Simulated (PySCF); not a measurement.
**Zr²⁺: excitation energy in dyall-av2z**

Each state of zirconium is computed at each level; their differences give the excitation energy. How far do the methods differ?

The numbers are computed with PySCF 2.14.0 (unrestricted determinants in a Gaussian basis, no spin-orbit coupling in the energies), except any that are marked as measured or tabulated.

## (1) What is computed

| Quantity | Value |
| --- | --- |
| Element | zirconium (Z = 40) |
| Basis | dyall-av2z |
| Hamiltonian | no relativity, point nucleus |
| State 1 | Zr²⁺: [Kr] 4d1 5s1, high-spin 3D determinant (an excited configuration) |
| Needed too, but not shown | Zr²⁺ [Kr] 4d2 (3F) |
| Methods | UHF, LDA, PBE, PBE0, r2SCAN, revPBE, B3LYP, r2SCAN0, MP2 |
| Core shells frozen in the correlated runs | valence: [Kr] (for Zr²⁺) |

Outer shells as boxes (Hund's rule):

Zr2+ [Kr] 4d1 5s1
```
[Kr] core
4d [↑ ][  ][  ][  ][  ]
5s [↑ ]
```

The runs were made by one driver on top of PySCF. The scripts below sum up each run's settings (the driver also hands on starting orbitals that pick excited configurations, and frozen orbitals as a list rather than a count), and the logs come from the driver's own runs. The driver starts from symmetry-adapted Hartree-Fock orbitals, holds the occupation by maximum overlap and uses a logarithmic radial grid for functionals, so a plain start would take other cycles.

The integrals over 136 functions and the set-up took 2 s of CPU time.

## (2) Zr²⁺ [Kr] 4d1 5s1: the ladder of methods

#### UHF

The input, input.py:

```python
from pyscf import gto, scf, dft, mp, cc
import basis_set_exchange as bse
mol = gto.M(atom="Zr 0 0 0", charge=2, spin=2, symmetry="D2h",
            basis=gto.basis.parse(bse.get_basis("dyall-av2z", elements=["Zr"], fmt="nwchem")))
mf = scf.UHF(mol)
mf.irrep_nelec = {'Ag': (7, 6), 'B1g': (2, 1), 'B2g': (1, 1), 'B3g': (1, 1), 'B1u': (3, 3), 'B2u': (3, 3), 'B3u': (3, 3)}
mf.kernel()
```

#### LDA

input.py, as changed from the run before:

```diff
@@ -4,3 +4,3 @@
             basis=gto.basis.parse(bse.get_basis("dyall-av2z", elements=["Zr"], fmt="nwchem")))
-mf = scf.UHF(mol)
+mf = dft.UKS(mol, xc="LDA,VWN")
 mf.irrep_nelec = {'Ag': (7, 6), 'B1g': (2, 1), 'B2g': (1, 1), 'B3g': (1, 1), 'B1u': (3, 3), 'B2u': (3, 3), 'B3u': (3, 3)}
```

#### PBE

input.py, as changed from the run before:

```diff
@@ -4,3 +4,3 @@
             basis=gto.basis.parse(bse.get_basis("dyall-av2z", elements=["Zr"], fmt="nwchem")))
-mf = dft.UKS(mol, xc="LDA,VWN")
+mf = dft.UKS(mol, xc="PBE")
 mf.irrep_nelec = {'Ag': (7, 6), 'B1g': (2, 1), 'B2g': (1, 1), 'B3g': (1, 1), 'B1u': (3, 3), 'B2u': (3, 3), 'B3u': (3, 3)}
```

#### PBE0

input.py, as changed from the run before:

```diff
@@ -4,3 +4,3 @@
             basis=gto.basis.parse(bse.get_basis("dyall-av2z", elements=["Zr"], fmt="nwchem")))
-mf = dft.UKS(mol, xc="PBE")
+mf = dft.UKS(mol, xc="PBE0")
 mf.irrep_nelec = {'Ag': (7, 6), 'B1g': (2, 1), 'B2g': (1, 1), 'B3g': (1, 1), 'B1u': (3, 3), 'B2u': (3, 3), 'B3u': (3, 3)}
```

#### r2SCAN

input.py, as changed from the run before:

```diff
@@ -4,3 +4,3 @@
             basis=gto.basis.parse(bse.get_basis("dyall-av2z", elements=["Zr"], fmt="nwchem")))
-mf = dft.UKS(mol, xc="PBE0")
+mf = dft.UKS(mol, xc="R2SCAN")
 mf.irrep_nelec = {'Ag': (7, 6), 'B1g': (2, 1), 'B2g': (1, 1), 'B3g': (1, 1), 'B1u': (3, 3), 'B2u': (3, 3), 'B3u': (3, 3)}
```

#### revPBE

input.py, as changed from the run before:

```diff
@@ -4,3 +4,3 @@
             basis=gto.basis.parse(bse.get_basis("dyall-av2z", elements=["Zr"], fmt="nwchem")))
-mf = dft.UKS(mol, xc="R2SCAN")
+mf = dft.UKS(mol, xc="PBE_R,PBE")
 mf.irrep_nelec = {'Ag': (7, 6), 'B1g': (2, 1), 'B2g': (1, 1), 'B3g': (1, 1), 'B1u': (3, 3), 'B2u': (3, 3), 'B3u': (3, 3)}
```

#### B3LYP

input.py, as changed from the run before:

```diff
@@ -4,3 +4,3 @@
             basis=gto.basis.parse(bse.get_basis("dyall-av2z", elements=["Zr"], fmt="nwchem")))
-mf = dft.UKS(mol, xc="PBE_R,PBE")
+mf = dft.UKS(mol, xc="B3LYP")
 mf.irrep_nelec = {'Ag': (7, 6), 'B1g': (2, 1), 'B2g': (1, 1), 'B3g': (1, 1), 'B1u': (3, 3), 'B2u': (3, 3), 'B3u': (3, 3)}
```

#### r2SCAN0

input.py, as changed from the run before:

```diff
@@ -4,3 +4,3 @@
             basis=gto.basis.parse(bse.get_basis("dyall-av2z", elements=["Zr"], fmt="nwchem")))
-mf = dft.UKS(mol, xc="B3LYP")
+mf = dft.UKS(mol, xc="HYB_MGGA_XC_R2SCAN0")
 mf.irrep_nelec = {'Ag': (7, 6), 'B1g': (2, 1), 'B2g': (1, 1), 'B3g': (1, 1), 'B1u': (3, 3), 'B2u': (3, 3), 'B3u': (3, 3)}
```

#### MP2 (valence)

```python
from pyscf import gto, scf, dft, mp, cc
import basis_set_exchange as bse
mol = gto.M(atom="Zr 0 0 0", charge=2, spin=2, symmetry="D2h",
            basis=gto.basis.parse(bse.get_basis("dyall-av2z", elements=["Zr"], fmt="nwchem")))
mf = scf.UHF(mol)
mf.irrep_nelec = {'Ag': (7, 6), 'B1g': (2, 1), 'B2g': (1, 1), 'B3g': (1, 1), 'B1u': (3, 3), 'B2u': (3, 3), 'B3u': (3, 3)}
mf.kernel()
mp.UMP2(mf, frozen=18).kernel()
```

**Question.** What will these runs give?

The runs gave:

| quantity | value |
| --- | --- |
| excitation energy, Zr²⁺ → [Kr] 4d1 5s1 | UHF 3.021, MP2 (valence) 3.003 eV |

In words: The methods span 0.481 eV, from LDA (2.808) to r2SCAN0 (3.289). No reference value is at hand in this session. All values hold for this basis alone; no basis-set limit was taken.
